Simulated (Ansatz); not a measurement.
# ZrAg3 (AuCu3 type): equation of state

One table from this session's results is given with a row withheld; the runs are named, their logs left out.

Program: Ansatz 0.2.0. Level of theory: DFT PBE, scalar-relativistic, plane waves, PAW. These are calculated values, not measurements.

### The system as given

It takes space group Pm-3m (No. 221, cubic). The conventional cell has a = 4.273 Å, b = 4.273 Å, c = 4.273 Å, α = 90.00°, β = 90.00°, γ = 90.00°. Around Zr (site symmetry m-3m) lie 12 Ag at 3.02 Å. Around Ag (site symmetry 4/mmm) lie 4 Zr at 3.02 Å and 8 Ag at 3.02 Å.

Coordinates:

```cif
data_structure
_symmetry_space_group_name_H-M 'P 1'
_symmetry_Int_Tables_number 1
_cell_length_a 4.2726
_cell_length_b 4.2726
_cell_length_c 4.2726
_cell_angle_alpha 90.000
_cell_angle_beta 90.000
_cell_angle_gamma 90.000
_cell_volume 78.00
loop_
_atom_site_label
_atom_site_type_symbol
_atom_site_fract_x
_atom_site_fract_y
_atom_site_fract_z
_atom_site_occupancy
Zr1 Zr 0.00000 0.00000 0.00000 1
Ag1 Ag 0.00000 0.50000 0.50000 1
Ag2 Ag 0.50000 0.50000 0.00000 1
Ag3 Ag 0.50000 0.00000 0.50000 1
```

An earlier run at PBE left this cell at 19.500 Å³/atom and 0.02 GPa (8×8×8 mesh).

Volume factors to run: 0.980, 1.020, 0.960, 1.040, 1.070, 1.100, 0.945.

The first run:

Contents of input.yaml:

```yaml
crystal:
  lattice:
    - [4.2439588339, 0.0, 0.0]
    - [0.0, 4.2439588339, 0.0]
    - [0.0, 0.0, 4.2439588339]
  atoms:
    - { symbol: Zr, position: [0.0, 0.0, 0.0] }
    - { symbol: Ag, position: [0.0, 0.5, 0.5] }
    - { symbol: Ag, position: [0.5, 0.5, 0.0] }
    - { symbol: Ag, position: [0.5, 0.0, 0.5] }
basis:
  ecutwfc: 420
  ecutrho_ratio: 4
kpoints:
  mp_grid: { grid: [8, 8, 8] }
hamiltonian:
  xc: pbe
scf:
  occupations: { method: gaussian, width: 0.05 }
output:
  forces: true
  stress: true
  eigenvalues: true
```

Launch:

```
> ansatz run input.yaml --threads 2 --pin off --max-ram 2662MiB --backend cpu --events-out ev --progress --plain --runs-dir out
```

Steps of the session up to this table: Volume × 0.980; At 1.020 of the relaxed volume; At 0.960 of the relaxed volume; Volume × 1.040; Scaling the volume by 1.070; At 1.100 of the relaxed volume; Volume × 0.945.

One of the session's tables, all rows but one given; the rest of the session is left out.

It belongs to the step «The fit». 

| volume (Å³/atom) | energy (meV/atom) | pressure (GPa) |
| --- | --- | --- |
| 18.427 | 19.89 | 6.14 |
| 18.720 | 10.31 | 4.27 |
| 19.110 | 2.57 | 2.02 |
| 19.500 | 0.00 | 0.02 |
| 19.890 | 2.03 | -1.75 |
| 20.280 | 8.14 | -3.31 |
| 20.865 | ? | ? |
| 21.450 | 46.47 | -6.99 |

Estimate the missing values for volume (Å³/atom) = 20.865.

Worked estimate for «energy (meV/atom)». A straight line through the neighbours (20.280, 8.14) and (21.450, 46.47) gives 8.14 + (46.47 − 8.14) × (20.865 − 20.280) / (21.450 − 20.280) = 27.30; a parabola fitted to 3 rows on both sides gives 23.55.

As computed: energy (meV/atom): 23.93; pressure (GPa): -5.33. In «energy (meV/atom)» the line misses by +3.37 and the parabola by -0.38.
